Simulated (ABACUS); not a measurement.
# HfIn4SiO6 (P1) in ABACUS: a series of runs

The runs below take HfIn4SiO6 through single point, with PBE.

Everything below comes from runs of ABACUS 3.10.1. Logs are shortened: lines on timing, memory, paths and dates and some standing lists are left out, and cuts for length are marked.

## (1) The crystal as given

The typed cell holds 12 atoms: a = 5.699 Å, b = 6.149 Å, c = 7.308 Å, α = 98.49°, β = 111.85°, γ = 96.55°.

The cell was built by a generator and needn't be a form met in nature.

## (2) Single point, PBE (cell strained by -0.03 along c)

run_abacus.py reads:

```python
"""ABACUS run from a structure file: ASE reads it, the script writes STRU, KPT and INPUT."""
import re
import subprocess
import spglib
from ase import Atoms
from ase.io import read
from ase.units import Bohr

atoms = read("HfIn4SiO6.cif")
cell, frac, numbers = spglib.standardize_cell((atoms.cell[:], atoms.get_scaled_positions(), atoms.numbers), to_primitive=True, symprec=1e-4)
atoms = Atoms(numbers=numbers, cell=cell, scaled_positions=frac, pbc=True)  # the primitive cell
atoms = atoms[(-atoms.numbers).argsort(kind="stable")]  # ABACUS lists atoms element by element
pseudo = {'Hf': 'Hf.upf', 'In': 'In.upf', 'Si': 'Si.upf', 'O': 'O.upf'}
orbital = {'Hf': 'Hf_confined-atom_8au_3s2p2d1f.orb', 'In': 'In_confined-atom_8au_2s2p2d.orb', 'Si': 'Si_confined-atom_7au_2s2p1d.orb', 'O': 'O_confined-atom_6au_2s2p1d.orb'}
magmoms = None
kmesh = [4, 4, 3]
params = {
    'suffix': 'HfIn4SiO6',
    'calculation': 'scf',
    'basis_type': 'lcao',
    'pseudo_dir': './',
    'orbital_dir': './',
    'symmetry': 1,
    'dft_functional': 'pbe',
    'ecutwfc': 100,
    'pseudo_rcut': 7,
    'nspin': 1,
    'nbands': 63,
    'ks_solver': 'genelpa',
    'smearing_method': 'fd',
    'smearing_sigma': 0.00367493,
    'scf_thr': 1e-07,
    'scf_nmax': 100,
    'mixing_type': 'broyden',
    'mixing_beta': 0.7,
    'cal_force': 1,
    'cal_stress': 1,
    'out_mul': 1,
    'out_chg': 1,
    'out_pot': 2,
    'out_elf': 1,
}

symbols = atoms.get_chemical_symbols()
elements = list(dict.fromkeys(symbols))
lines = ["ATOMIC_SPECIES"] + [f"{e} {atoms.get_masses()[symbols.index(e)]:.4f} {pseudo[e]}" for e in elements]
if orbital:
    lines += ["", "NUMERICAL_ORBITAL"] + [orbital[e] for e in elements]
lines += ["", "LATTICE_CONSTANT", f"{1 / Bohr:.10f}", "", "LATTICE_VECTORS"]
lines += [" ".join(f"{x:.10f}" for x in v) for v in atoms.cell]
lines += ["", "ATOMIC_POSITIONS", "Direct"]
for e in elements:
    lines += ["", e, "0.0", str(symbols.count(e))]
    for i, p in enumerate(atoms.get_scaled_positions(wrap=False)):
        if symbols[i] == e:
            mag = "" if magmoms is None else " mag " + " ".join(str(x) for x in (magmoms[i] if isinstance(magmoms[i], list) else [magmoms[i]]))
            lines.append(" ".join(f"{x:.10f}" for x in p) + " 1 1 1" + mag)
open("STRU", "w").write("\n".join(lines) + "\n")
open("KPT", "w").write("K_POINTS\n0\nGamma\n%d %d %d 0 0 0\n" % tuple(kmesh))
open("INPUT", "w").write("INPUT_PARAMETERS\n" + "".join(f"{k:<20s}{v}\n" for k, v in params.items()))

done = subprocess.run(['mpirun', '-np', '4', 'abacus'])
if done.returncode:
    raise SystemExit(done.returncode)
log = open("OUT.HfIn4SiO6/running_scf.log").read()
print("final energy (eV):", re.findall(r"FINAL_ETOT_IS (\S+)", log))
```

HfIn4SiO6.cif reads:

```cif
data_HfIn4SiO6
_cell_length_a 5.67531747
_cell_length_b 6.14475045
_cell_length_c 7.08875231
_cell_angle_alpha 98.23707465
_cell_angle_beta 111.25450774
_cell_angle_gamma 96.76581380
_space_group_name_H-M_alt 'P1'
_space_group_name_Hall 'P 1'
_space_group_IT_number 1
loop_
_space_group_symop_operation_xyz
'x,y,z'
loop_
_atom_site_label
_atom_site_type_symbol
_atom_site_symmetry_multiplicity
_atom_site_Wyckoff_symbol
_atom_site_fract_x
_atom_site_fract_y
_atom_site_fract_z
_atom_site_occupancy
Hf1 Hf 1 a 0.1179300000 0.0155600000 0.1329200000 1
In1 In 1 a 0.3884200000 0.9990100000 0.7289100000 1
In2 In 1 a 0.7586500000 0.0084200000 0.4958600000 1
In3 In 1 a 0.2346100000 0.4884100000 0.5330000000 1
In4 In 1 a 0.5964900000 0.4821100000 0.2052800000 1
Si1 Si 1 a 0.8677800000 0.4402900000 0.8554400000 1
O1 O 1 a 0.5531600000 0.3873800000 0.7929000000 1
O2 O 1 a 0.9345400000 0.3848300000 0.6559600000 1
O3 O 1 a 0.9841400000 0.2621800000 0.0034700000 1
O4 O 1 a 0.9908300000 0.6980600000 0.9845200000 1
O5 O 1 a 0.0866500000 0.0649300000 0.3937400000 1
O6 O 1 a 0.4868000000 0.1088300000 0.2179900000 1
```

Potentials or basis: PseudoDojo NC SR 0.4.1 PBE standard, DZP LCAO (the cutoffs set its grid).

Command:

```bash
OMP_NUM_THREADS=1 python run_abacus.py > log
```

running log:

```text
ABACUS v3.10.1

               Atomic-orbital Based Ab-initio Computation at UStc

 ------------------------------------------------------------------------------------

 READING GENERAL INFORMATION
                           global_out_dir = OUT.HfIn4SiO6/
                           global_in_card = INPUT
                               pseudo_dir = ./
                              orbital_dir = ./
                                    DSIZE = 4
                                    GSIZE = 1

 READING UNITCELL INFORMATION
                                    ntype = 4
                  lattice constant (Bohr) = 1.88973
              lattice constant (Angstrom) = 1

 READING ATOM TYPE 1
                               atom label = Hf
                      L=0, number of zeta = 3
                      L=1, number of zeta = 2
                      L=2, number of zeta = 2
                      L=3, number of zeta = 1
             number of atom for this type = 1

 READING ATOM TYPE 2
                               atom label = In
                      L=0, number of zeta = 2
                      L=1, number of zeta = 2
                      L=2, number of zeta = 2
             number of atom for this type = 4

 READING ATOM TYPE 3
                               atom label = Si
                      L=0, number of zeta = 2
                      L=1, number of zeta = 2
                      L=2, number of zeta = 1
             number of atom for this type = 1

 READING ATOM TYPE 4
                               atom label = O
                      L=0, number of zeta = 2
                      L=1, number of zeta = 2
                      L=2, number of zeta = 1
             number of atom for this type = 6

                        TOTAL ATOM NUMBER = 12
DIRECT COORDINATES
    atom                   x                   y                   z     mag                  vx                  vy                  vz
taud_Hf1            0.1179300000        0.0155600000        0.1329200000  0.0000        0.0000000000        0.0000000000        0.0000000000
taud_In1            0.3884200000        0.9990100000        0.7289100000  0.0000        0.0000000000        0.0000000000        0.0000000000
taud_In2            0.7586500000        0.0084200000        0.4958600000  0.0000        0.0000000000        0.0000000000        0.0000000000
taud_In3            0.2346100000        0.4884100000        0.5330000000  0.0000        0.0000000000        0.0000000000        0.0000000000
taud_In4            0.5964900000        0.4821100000        0.2052800000  0.0000        0.0000000000        0.0000000000        0.0000000000
taud_Si1            0.8677800000        0.4402900000        0.8554400000  0.0000        0.0000000000        0.0000000000        0.0000000000
taud_O1            0.5531600000        0.3873800000        0.7929000000  0.0000        0.0000000000        0.0000000000        0.0000000000
taud_O2            0.9345400000        0.3848300000        0.6559600000  0.0000        0.0000000000        0.0000000000        0.0000000000
taud_O3            0.9841400000        0.2621800000        0.0034700000  0.0000        0.0000000000        0.0000000000        0.0000000000
taud_O4            0.9908300000        0.6980600000        0.9845200000  0.0000        0.0000000000        0.0000000000        0.0000000000
taud_O5            0.0866500000        0.0649300000        0.3937400000  0.0000        0.0000000000        0.0000000000        0.0000000000
taud_O6            0.4868000000        0.1088300000        0.2179900000  0.0000        0.0000000000        0.0000000000        0.0000000000

                          Volume (Bohr^3) = 1512.45
                             Volume (A^3) = 224.122

 Lattice vectors: (Cartesian coordinate: in unit of a_0)
             +5.67532                  +0                  +0
            -0.723922            +6.10196                  +0
             -2.56975            -1.32759            +6.47181
 Reciprocal vectors: (Cartesian coordinate: in unit of 2 pi/a_0)
            +0.176202          +0.0209041          +0.0742524
                   -0           +0.163882          +0.0336179
                   +0                  -0           +0.154516
 The esolver type has been set to : ksdft_lcao

                PAO radial cut off (Bohr) = 7

 Read in pseudopotential file is Hf.upf
                     pseudopotential type = NC
          exchange-correlation functional = PBE
                 nonlocal core correction = 1
                        valence electrons = 12
                                     lmax = 3
                           number of zeta = 4
[... 200 lines left out ...]

[... K-POINTS DIRECT COORDINATES: 26 rows ...]

 SETUP PLANE WAVES FOR WAVE FUNCTIONS
     energy cutoff for wavefunc (unit:Ry) = 100
              fft grid for wave functions = [ 72, 75, 90 ]
                    number of plane waves = 29991
                         number of sticks = 1085

 PARALLEL PW FOR WAVE FUNCTIONS
     PROC   COLUMNS(POT)             PW
        1            272           7498
        2            271           7497
        3            271           7498
        4            271           7498
 --------------- sum -------------------
        4           1085          29991

 SET NONLOCAL PSEUDOPOTENTIAL PROJECTORS
 SET NONLOCAL PSEUDOPOTENTIAL PROJECTORS
 SET NONLOCAL PSEUDOPOTENTIAL PROJECTORS
 SET NONLOCAL PSEUDOPOTENTIAL PROJECTORS
 max number of nonlocal projetors among all species is 8

 -------------------------------------------
 SELF-CONSISTENT
 -------------------------------------------

 SETUP SEARCHING RADIUS FOR PROGRAM TO SEARCH ADJACENT ATOMS
                  longest orb rcut (Bohr) = 8
   longest nonlocal projector rcut (Bohr) = 2.46
                     search radius (Bohr) = 20.9
              searching radius is (Bohr)) = 20.9
         searching radius unit is (Bohr)) = 1.89
                         PeriodicBoundary = 1
                        Radius(unit:lat0) = 11.1
                                   glayer = [ 4, 3, 3 ]
                             glayer_minus = [ 3, 2, 2 ]

Find the coordinate range of the input atom(unit:lat0).
                                  min_tau = [ -24.2, -15.5, -12.9 ]
                                  max_tau = [ 29, 20, 19.3 ]
                                BoxNumber = [ 7, 5, 5 ]

 SETUP EXTENDED REAL SPACE GRID FOR GRID INTEGRATION
                          real space grid = [ 72, 75, 90 ]
                 big cell numbers in grid = [ 18, 15, 30 ]
             meshcell numbers in big cell = [ 4, 5, 3 ]
                        extended fft grid = [ 15, 11, 20 ]
                dimension of extened grid = [ 49, 38, 71 ]
                            UnitCellTotal = 27
              Atom number in sub-FFT-grid = 12
    Local orbitals number in sub-FFT-grid = 189
                                ParaV.nnr = 100653
                                 init_chg = atomic

 LCAO ALGORITHM --------------- ION=   1  ELEC=   1--------------------------------

 Density error is 0.117327672792
----------------------------------------------------------
     Energy           Rydberg                 eV
----------------------------------------------------------
 E_KohnSham     -850.3419518313      -11569.4957933477
 E_Harris       -834.9236974573      -11359.7196806478
 E_Fermi        0.5833233516         7.9365213588
----------------------------------------------------------
[... 157 lines left out ...]
 Density error is 9.24598682422e-08
----------------------------------------------------------
     Energy           Rydberg                 eV
----------------------------------------------------------
 E_KohnSham     -851.8345222858      -11589.8032561952
 E_KS(sigma->0) -851.8345213657      -11589.8032436765
 E_Harris       -851.8345210452      -11589.8032393154
 E_band         -37.5671911693       -511.1278577575
 E_one_elec     -321.9101810728      -4379.8127068017
 E_Hartree      227.4362279582       3094.4286318584
 E_xc           -242.4336608247      -3298.4791742148
 E_Ewald        -514.9269065064      -7005.9399819997
 E_entropy(-TS) -0.0000018402        -0.0000250375
 E_descf        0.0000000000         0.0000000000
 E_exx          0.0000000000         0.0000000000
 E_Fermi        0.5970626596         8.1234542331
----------------------------------------------------------

 charge density convergence is achieved
 final etot is -11589.803256 eV
 EFERMI = 8.1234542331 eV
The vacuum level is 9.2837941332 eV

 STATE ENERGY(eV) AND OCCUPATIONS    NSPIN == 1
 1/26 kpoint (Cartesian) = 0.0000 0.0000 0.0000 (6385 pws)
       1       -54.8654      0.0416667
       2       -23.8006      0.0416667
       3       -23.7653      0.0416667
       4       -23.7427      0.0416667
       5       -12.8774      0.0416667
       6       -11.5404      0.0416667
[... 380 lines left out ...]
      62        12.5756    1.77832e-40
      63        12.9647    7.42263e-44

[... levels at 20 further k points ...]

 correction force for each atom along direction 1 is -4.13148e-07
 correction force for each atom along direction 2 is -9.47088e-07
 correction force for each atom along direction 3 is -3.51632e-07
------------------------------------------------------------------------------------------
 TOTAL-FORCE (eV/Angstrom)
------------------------------------------------------------------------------------------
                       Hf1         0.5655310002        -0.1460001661        -1.1180061330
                       In1         0.0203095725        -0.3708551404         0.2106115976
                       In2        -0.3212252329        -0.5310162817         0.3603012054
                       In3         0.2688940143         0.5576082367        -0.3985941000
                       In4        -0.0033027638         0.3490939756         0.0372618301
                       Si1        -0.7298841427         0.3265740078         0.7870468334
                        O1        -0.4264382208        -0.0505696746         0.2376906199
                        O2         0.8635732640        -0.0020704075        -1.5419175253
                        O3        -0.0142065586        -0.3633915732         0.5244232392
                        O4        -0.0110699516         0.2790187895         0.2788382504
                        O5        -0.3322734643        -0.0027277082         0.8420246544
                        O6         0.1200924836        -0.0456640579        -0.2196804721
------------------------------------------------------------------------------------------

----------------------------------------------------------------
 TOTAL-STRESS (KBAR)
----------------------------------------------------------------
        38.3339158034         3.1510822406       -16.1077695578
         3.1510822406        38.2117052644        -6.9490480697
       -16.1077695578        -6.9490480697        59.2652943271
----------------------------------------------------------------
 TOTAL-PRESSURE: 45.270305 KBAR

 --------------------------------------------
 !FINAL_ETOT_IS -11589.8032561952313699 eV
 --------------------------------------------
```

Run time: 65 s. Hardware: 4 MPI ranks of AMD EPYC 7R43 (Zen 3), shared host; peak memory 1 GiB.

What came out:

```
Free energy            : -11589.8033 eV
Pressure               : 4.5 GPa
Largest force          : 1.767 eV/Å
Band gap on the k mesh : 0.86 eV, indirect (least direct gap 0.99 eV)
Mulliken charges       : Hf +1.05; In +0.36, +0.56, +0.51, +0.47; Si +0.26; O -0.56, -0.50, -0.38, -0.40, -0.69, -0.68 e
```

Forces in eV/Å, atoms in the order of the input:
```
Hf   0.566 -0.146 -1.118
In   0.020 -0.371  0.211
In  -0.321 -0.531  0.360
In   0.269  0.558 -0.399
In  -0.003  0.349  0.037
Si  -0.730  0.327  0.787
O   -0.426 -0.051  0.238
O    0.864 -0.002 -1.542
O   -0.014 -0.363  0.524
O   -0.011  0.279  0.279
O   -0.332 -0.003  0.842
O    0.120 -0.046 -0.220
```

Levels at points of the mesh, in eV from the valence-band top:
| k point | band 49 | band 50 | band 51 | band 52 | band 53 | band 54 | band 55 | band 56 |
| --- | --- | --- | --- | --- | --- | --- | --- | --- |
| (0.00, 0.00, 0.00) | -2.87 | -2.00 | -0.67 | 0.00 | 0.99 | 2.03 | 2.11 | 3.01 |
| (0.50, 0.00, 0.00) | -2.84 | -2.63 | -1.39 | -0.76 | 1.51 | 2.29 | 2.62 | 2.71 |
| (0.00, 0.50, 0.00) | -2.60 | -2.47 | -1.12 | -0.05 | 1.26 | 1.65 | 2.04 | 2.34 |
| (0.50, 0.50, 0.00) | -2.48 | -2.17 | -1.27 | -1.04 | 1.57 | 1.95 | 2.05 | 2.37 |

Caveat: the atomic orbitals were generated for these runs and aren't a published set; Mulliken charges move with the basis; spin-orbit coupling is left out, which moves the levels of the heavy elements; an odd mesh through Γ misses points on the zone boundary, where band edges often lie; the basis of atomic orbitals isn't converged, which shifts pressures, moduli and gaps; forces of over 1 eV/Å show positions far from the minimum, so gaps and moduli don't describe the material at rest.

## (3) Single point, PBE

run_abacus.py, as its differences from that of step 2:

```diff
@@ -38,5 +38,2 @@
     'out_mul': 1,
-    'out_chg': 1,
-    'out_pot': 2,
-    'out_elf': 1,
 }
```

HfIn4SiO6.cif, as its differences from that of step 2:

```diff
@@ -1,8 +1,8 @@
 data_HfIn4SiO6
-_cell_length_a 5.67531747
-_cell_length_b 6.14475045
-_cell_length_c 7.08875231
-_cell_angle_alpha 98.23707465
-_cell_angle_beta 111.25450774
-_cell_angle_gamma 96.76581380
+_cell_length_a 5.69869260
+_cell_length_b 6.14871036
+_cell_length_c 7.30799207
+_cell_angle_alpha 98.48817281
+_cell_angle_beta 111.85075011
+_cell_angle_gamma 96.54628950
 _space_group_name_H-M_alt 'P1'
```

Potentials or basis: PseudoDojo NC SR 0.4.1 PBE standard, DZP LCAO (the cutoffs set its grid).

Command:

```bash
OMP_NUM_THREADS=1 python run_abacus.py > log
```

Wall time 57 s (4 MPI ranks of AMD EPYC 7R43 (Zen 3), shared host); peak memory 1 GiB.

Results (log left out):

- Free energy: -11589.9821 eV
- Pressure: 1.6 GPa
- Largest force: 0.464 eV/Å
- Band gap on the k mesh: 0.95 eV, indirect (least direct gap 1.12 eV)
- Mulliken charges: Hf +1.06; In +0.37, +0.54, +0.50, +0.47; Si +0.30; O -0.56, -0.53, -0.39, -0.70, -0.67 e

Forces on the atoms (eV/Å):
```
Hf  -0.007 -0.010 -0.018
In   0.028 -0.226  0.091
In  -0.205 -0.343  0.225
In   0.165  0.304 -0.280
In   0.036  0.285 -0.016
Si  -0.018 -0.018 -0.080
O   -0.328 -0.007  0.145
O    0.112  0.019 -0.288
O    0.063 -0.275  0.282
O    0.066  0.373  0.268
O    0.150  0.038 -0.113
O   -0.061 -0.139 -0.215
```

Stress tensor (GPa, compression positive):
```
 1.39  0.29  0.05
 0.29  2.05 -0.18
 0.05 -0.18  1.47
```

Levels at points of the mesh, in eV from the valence-band top:
```
           k point  band 50  band 51  band 52  band 53  band 54  band 55
(0.00, 0.00, 0.00)    -1.92    -0.57     0.00     1.12     2.13     2.21
(0.50, 0.00, 0.00)    -2.50    -1.25    -0.72     1.55     2.40     2.65
(0.00, 0.50, 0.00)    -2.31    -1.06    -0.04     1.36     1.80     2.15
(0.50, 0.50, 0.00)    -2.04    -1.22    -0.87     1.61     2.02     2.11
```

Caveat: the atomic orbitals were generated for these runs and aren't a published set; Mulliken charges move with the basis; spin-orbit coupling is left out, which moves the levels of the heavy elements; an odd mesh through Γ misses points on the zone boundary, where band edges often lie; the basis of atomic orbitals isn't converged, which shifts pressures, moduli and gaps.

(Part 1 of 2 ends here.)
